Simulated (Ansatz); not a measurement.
# VRuO3: two electronic states of one cell

Aim: solve VRuO3 (a structure type of another compound, with these elements put in) from each of its saved states, at one geometry and mesh, and see which is lowest and how they differ.

All numbers below are computed with Ansatz 0.2.0 (DFT, PBE, with U_eff = 6.47 eV on V d, plane waves, PAW).

## Step 1: Geometry

Symmetry: R-3c, No. 167, trigonal system. Conventional cell: a = 4.949 Å, b = 4.949 Å, c = 12.518 Å, α = 90.00°, β = 90.00°, γ = 120.00°. O (site symmetry 2) is surrounded by 2 V at 1.82 Å and 1 Ru at 2.05 Å. Around V (site symmetry -3) lie 6 O at 1.82 Å. Ru (site symmetry 32) has 3 O at 2.05 Å as nearest neighbours.

Its coordinates follow in the input file.

The states: A, V7 down, V8 down, Ru9 up, Ru10 up (collinear spin); B, V7 up, V8 up, Ru9 up, Ru10 down (collinear spin). Each run reads its own saved solution as saved_state.

## Step 2: Run from state A

File input.yaml:

```yaml
crystal:
  lattice:
    - [2.47433827, 4.2856776, 0.0]
    - [-2.47433827, 4.2856776, 0.0]
    - [-2.47433827, 1.42855621, 4.17259091]
  atoms:
    - { symbol: O, position: [0.665, 0.085, 0.75], spin: 0.0 }
    - { symbol: O, position: [0.25, 0.915, 0.75], spin: 0.0 }
    - { symbol: O, position: [0.835, 0.5, 0.75], spin: 0.0 }
    - { symbol: O, position: [0.75, 0.085, 0.25], spin: 0.0 }
    - { symbol: O, position: [0.335, 0.915, 0.25], spin: 0.0 }
    - { symbol: O, position: [0.165, 0.5, 0.25], spin: 0.0 }
    - { symbol: V, position: [0.0, 0.0, 0.0], spin: -2.0 }
    - { symbol: V, position: [0.5, 0.0, 0.5], spin: -2.0 }
    - { symbol: Ru, position: [0.25, 0.5, 0.75], spin: 2.0 }
    - { symbol: Ru, position: [0.75, 0.5, 0.25], spin: 2.0 }
kpoints:
  mp_grid: { grid: [5, 5, 5], shift: [0, 0, 0] }
magnetization:
  spin_polarized: true
scf:
  occupations: { method: methfessel_paxton, width: 0.0194 }
  lower_state_search: "off"
  max_iter: 200
hamiltonian:
  pseudopotentials: { kind: paw }
  xc: pbe
  hubbard:
    projectors: all-electron-ortho-atomic
    sites: [{ species: V, l: d, u_eff: 6.47 }]
basis:
  ecutwfc: 420
  fft_grid_basis: typed
output:
  forces: true
  stress: true
  eigenvalues: true
  bader: true
  populations: true
  elf: true
  write_potential: true
  volumetric_format: npy
  dos:
    e_range: [-12, 8]
    de: 0.05
    projected: { site_lists: { O: [O], Ru: [Ru], V: [V] } }
checkpoint:
  read: saved_state
```

## Step 4: Run from state B

Edit input.yaml of step 2 so:

```diff
@@ -12,6 +12,6 @@
     - { symbol: O, position: [0.165, 0.5, 0.25], spin: 0.0 }
-    - { symbol: V, position: [0.0, 0.0, 0.0], spin: -2.0 }
-    - { symbol: V, position: [0.5, 0.0, 0.5], spin: -2.0 }
+    - { symbol: V, position: [0.0, 0.0, 0.0], spin: 2.0 }
+    - { symbol: V, position: [0.5, 0.0, 0.5], spin: 2.0 }
     - { symbol: Ru, position: [0.25, 0.5, 0.75], spin: 2.0 }
-    - { symbol: Ru, position: [0.75, 0.5, 0.25], spin: 2.0 }
+    - { symbol: Ru, position: [0.75, 0.5, 0.25], spin: -2.0 }
 kpoints:
```

(Steps that only read results are left out.)

Before running it: what results should come out? Wanted: for each run, free energy; largest site moment; size of the net moment; gap; pressure; largest force.

As calculated:

```csv
state,free energy (meV/atom),largest site moment (μB),size of the net moment (μB/cell),gap (eV),pressure (GPa),largest force (eV/Å),SCF cycles
A,0.0,2.07,3.85,metal,71.6,1.81,11
B,13.1,2.32,0.46,metal,69.3,2.51,15
```

**Reading.** State A lies lowest, 13.1 meV per atom under state B. The atoms are far from rest (forces to 2.5 eV/Å), so order and character hold for this geometry alone. At the same volume their pressures differ by 2.3 GPa. Every run converged, so convergence alone does not show that a state is the lowest.

Caveats: the k mesh is coarse for a cell without a gap; atoms or cell far from equilibrium.
